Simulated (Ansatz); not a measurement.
# AlBH5NO: the cost of one run

Program: Ansatz 0.2.0. Level of theory: RKS B3LYP/6-31G. These are calculated values, not measurements.

## 1. Starting point

Bond lengths: B1–Al2 2.069 Å, Al2–N3 1.793 Å, Al2–O4 1.653 Å, B1–H5 1.175 Å, B1–H6 1.175 Å, N3–H7 1.013 Å, N3–H8 1.011 Å, O4–H9 0.947 Å. Angles: B1–Al2–N3 122.2°, B1–Al2–O4 119.3°, N3–Al2–O4 118.5°, Al2–B1–H5 122.2°, Al2–B1–H6 123.1°, H5–B1–H6 114.7°, Al2–N3–H7 125.5°, Al2–N3–H8 126.8°, H7–N3–H8 107.7°, Al2–O4–H9 175.9°.

As a file:

```xyz
9

B    -1.0041    0.8563   -1.3367
Al   -0.0219    0.0359    0.2887
N     1.2878   -1.1749    0.1019
O    -0.4512    0.5040    1.8147
H    -0.7689    0.5284   -2.4400
H    -1.8389    1.6775   -1.2351
H     1.7959   -1.6134    0.8604
H     1.6494   -1.5466   -0.7660
H    -0.6482    0.7328    2.7120
```

## 2. Preparing the start

input.yaml reads:

```yaml
crystal:
  periodic: [false, false, false]
  atoms:
    - { symbol: B, position_ang: [-1.00408, 0.85626, -1.33669] }
    - { symbol: Al, position_ang: [-0.0219, 0.03592, 0.28869] }
    - { symbol: "N", position_ang: [1.28784, -1.17487, 0.10193] }
    - { symbol: O, position_ang: [-0.45122, 0.50402, 1.81467] }
    - { symbol: H, position_ang: [-0.76894, 0.52836, -2.43997] }
    - { symbol: H, position_ang: [-1.83892, 1.67753, -1.23509] }
    - { symbol: H, position_ang: [1.79593, -1.61342, 0.86043] }
    - { symbol: H, position_ang: [1.64944, -1.54663, -0.766] }
    - { symbol: H, position_ang: [-0.64816, 0.73283, 2.71204] }
basis:
  gaussian: { orbitals: "6-31G" }
hamiltonian:
  xc: b3lyp
relax:
  f_tol: 0.02
  max_steps: 40
scf:
  lower_state_search: "off"
```

The run is started by

```sh
> ansatz run input.yaml --threads 1 --pin off --max-ram 2048MiB --backend cpu --events-out ev --progress --plain --runs-dir out
```

Q: Estimate wall time and peak memory on 1 thread of Arm Neoverse V1, shared host.

About 72 s, with a peak of 0.14 GiB.
